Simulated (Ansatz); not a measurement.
**Cu: energy landscapes**

An exercise on one series of results from a longer session: the logs are not shown, and one member is left open.

Program: Ansatz 0.2.0. Level of theory: DFT PBEsol, scalar-relativistic, plane waves, PAW. These are calculated values, not measurements.

### The system as given

Symmetry: Cmcm, No. 63, orthorhombic system. Conventional cell: a = 2.437 Å, b = 7.953 Å, c = 2.475 Å, α = 90.00°, β = 90.00°, γ = 90.00°. Cu (site symmetry m2m) is surrounded by 10 Cu at 2.44 to 2.54 Å.

As a file:

```cif
data_structure
_symmetry_space_group_name_H-M 'P 1'
_symmetry_Int_Tables_number 1
_cell_length_a 4.1589
_cell_length_b 4.1589
_cell_length_c 2.4755
_cell_angle_alpha 90.000
_cell_angle_beta 90.000
_cell_angle_gamma 145.927
_cell_volume 23.99
loop_
_atom_site_label
_atom_site_type_symbol
_atom_site_fract_x
_atom_site_fract_y
_atom_site_fract_z
_atom_site_occupancy
Cu1 Cu 0.13387 0.86613 0.25000 1
Cu2 Cu 0.86613 0.13387 0.75000 1
```

It goes back to an entry of the Materials Project, which need not be the stable form.

The cell is taken as given, not relaxed at this level.

### Zero of energy

The reference gives a free energy of -13177.2274 eV, pressure -1.51 GPa, largest force 0.009 eV/Å and gap on the mesh none (metal). It was computed beforehand with the settings of the runs below.

The first run:

At fixed volume and fractional coordinates, lengths along (0.000, 0.000, 1.000) are scaled against those across it; ρ is that ratio over its starting value.

Contents of input.yaml:

```yaml
crystal:
  lattice:
    - [1.2862921421, -4.1977318085, 0.0]
    - [1.2862921421, 4.1977318085, 0.0]
    - [0.0, 0.0, 2.2213044968]
  atoms:
    - { symbol: Cu, position: [0.13386665, 0.86613335, 0.25] }
    - { symbol: Cu, position: [0.86613335, 0.13386665, 0.75] }
basis:
  ecutwfc: 420
kpoints:
  mp_grid: { grid: [22, 22, 22] }
hamiltonian:
  xc: pbesol
scf:
  occupations: { method: gaussian, width: 0.15 }
output:
  forces: true
  stress: true
  eigenvalues: true
```

The run is started by

```sh
> ansatz run input.yaml --threads 1 --pin off --max-ram 2560MiB --backend cpu --events-out ev --progress --plain --runs-dir out
```

Among the steps run: At ρ = 0.850; ρ = 1.200; ρ = 0.920; Point ρ = 1.100; Point ρ = 0.960; At ρ = 1.050; Point ρ = 0.800; Point ρ = 1.300.

One of the session's tables, all rows but one given; the rest of the session is left out.

The scan, with free energies counted from the undisturbed cell:

```
    ρ  ΔE (meV/atom)  pressure (GPa)
0.800          352.0            11.8
0.850          169.3             5.2
0.920           39.1             0.3
0.960              ?               ?
1.000            0.0            -1.5
1.050            9.9            -1.3
1.100           36.1            -0.4
1.200          114.4             2.6
1.300          210.0             6.3
```

Estimate the missing values for ρ = 0.960.

Worked estimate for «ΔE (meV/atom)». A straight line through the neighbours (0.920, 39.1) and (1.000, 0.0) gives 39.1 + (0.0 − 39.1) × (0.960 − 0.920) / (1.000 − 0.920) = 19.6; a parabola fitted to 4 rows on both sides gives 6.8.

As computed: ΔE (meV/atom): 8.7; pressure (GPa): -1.0. In «ΔE (meV/atom)» the line misses by +10.9 and the parabola by -1.9.
